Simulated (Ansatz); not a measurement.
# C₂H₇BN₂Si: up Jacob's ladder to CCSD(T)

One table from this session's results is given with a row withheld; the runs are named, their logs left out.

The runs use Ansatz 0.2.0, Gaussian basis; functionals in def2-TZVPP, the program's frozen cores in correlated methods.

The runs, in order: PBE-D4, r2SCAN-D4, PBE0-D4, B3LYP-D4, ωB97X-V, ωB97M-V, B2PLYP; CCSD(T)/def2-TZVPP; MP2/def2-QZVPP; extrapolation to the limit.

**The geometry**

The geometry comes from an earlier relaxation with PBE0-D4 in a triple-zeta def2 set; it is a stationary point, not always the lowest conformer.

SMILES `C=N[SiH2]N1BC1`, 13 atoms, charge 0, spin multiplicity 1.

Atoms are counted from 1 here; the program's logs count them from 0.

Bond lengths: C1–N2 1.257 Å, C1–H7 1.097 Å, C1–H8 1.100 Å, N2–Si3 1.729 Å, Si3–N4 1.722 Å, Si3–H9 1.483 Å, Si3–H10 1.483 Å, N4–B5 1.359 Å, N4–C6 1.506 Å, B5–C6 1.534 Å, B5–H11 1.184 Å, C6–H12 1.089 Å, C6–H13 1.089 Å. Angles: N2–C1–H7 120.2°, N2–C1–H8 124.3°, H7–C1–H8 115.5°, C1–N2–Si3 127.0°, N2–Si3–N4 113.6°, N2–Si3–H9 107.7°, N2–Si3–H10 107.8°, N4–Si3–H9 109.0°, N4–Si3–H10 108.9°, H9–Si3–H10 109.9°, Si3–N4–B5 162.8°, Si3–N4–C6 132.7°, B5–N4–C6 64.5°, N4–B5–C6 62.4°, N4–B5–H11 142.4°, C6–B5–H11 155.2°, N4–C6–B5 53.1°, N4–C6–H12 115.4° and more.

Coordinates:

```
C     1.11688   -2.26025   -0.03155
N     1.59631   -1.32032    0.65149
Si    0.97136    0.28534    0.79749
N    -0.46187    0.55436   -0.11861
B    -1.53309    0.37597   -0.93578
C    -1.33542    1.76514   -0.31468
H     1.60894   -3.24015   -0.04247
H     0.20764   -2.17993   -0.64509
H     0.67901    0.52697    2.23113
H     2.02115    1.22340    0.33162
H    -2.07884   -0.43512   -1.60330
H    -1.89146    2.08631    0.56432
H    -0.88031    2.58359   -0.86967
```

Set-up of the first run:

Contents of in.yaml:

```yaml
crystal:
  periodic: [false, false, false]
  atoms:
    - {symbol: C, position_ang: [1.116880, -2.260246, -0.031552]}
    - {symbol: N, position_ang: [1.596310, -1.320322, 0.651491]}
    - {symbol: Si, position_ang: [0.971356, 0.285339, 0.797493]}
    - {symbol: N, position_ang: [-0.461874, 0.554358, -0.118610]}
    - {symbol: B, position_ang: [-1.533091, 0.375971, -0.935785]}
    - {symbol: C, position_ang: [-1.335422, 1.765145, -0.314679]}
    - {symbol: H, position_ang: [1.608944, -3.240154, -0.042473]}
    - {symbol: H, position_ang: [0.207644, -2.179932, -0.645093]}
    - {symbol: H, position_ang: [0.679006, 0.526972, 2.231133]}
    - {symbol: H, position_ang: [2.021153, 1.223395, 0.331624]}
    - {symbol: H, position_ang: [-2.078838, -0.435120, -1.603296]}
    - {symbol: H, position_ang: [-1.891458, 2.086306, 0.564319]}
    - {symbol: H, position_ang: [-0.880311, 2.583589, -0.869673]}
basis:
  gaussian: {orbitals: def2-TZVPP}
hamiltonian: {xc: pbe, dispersion: d4}
output: {forces: true, orbitals: {seedname: orbitals}}
```

Run with:

```sh
$ ansatz run in.yaml --threads 4 --pin off --events-out ev --progress --plain --max-ram 10444MiB
```

Among the steps run: PBE-D4 (GGA); r2SCAN-D4 (meta-GGA); PBE0-D4 (hybrid); B3LYP-D4 (hybrid); ωB97X-V (range-separated); ωB97M-V (range-separated); B2PLYP (double hybrid); CCSD(T) in def2-TZVPP; MP2 in def2-QZVPP.

One of the session's tables, all rows but one given; the rest of the session is left out.

```
            method  atomisation energy (kJ/mol)
            PBE-D4                       5102.9
         r2SCAN-D4                       4979.0
           PBE0-D4                       4998.2
          B3LYP-D4                       5004.3
           ωB97X-V                       5002.4
           ωB97M-V                       5004.1
            B2PLYP                       4936.2
     HF/def2-TZVPP                       3540.0
    MP2/def2-TZVPP                       4903.5
   CCSD/def2-TZVPP                       4727.6
CCSD(T)/def2-TZVPP                       4811.2
           MP2/CBS                            ?
       CCSD(T)/CBS                       4954.9
```

**Question.** Estimate the row for MP2/CBS.

The run gave: atomisation energy (kJ/mol): 5047.2. In the column «atomisation energy (kJ/mol)» it lies between B3LYP-D4 (5004.3) and PBE-D4 (5102.9).

Limits of these values: Free atoms (2 C, 2 N, 1 Si, 1 B, 7 H) were run apart at each level; the atomisation energy is their sum less the molecule, without zero-point or spin-orbit terms.
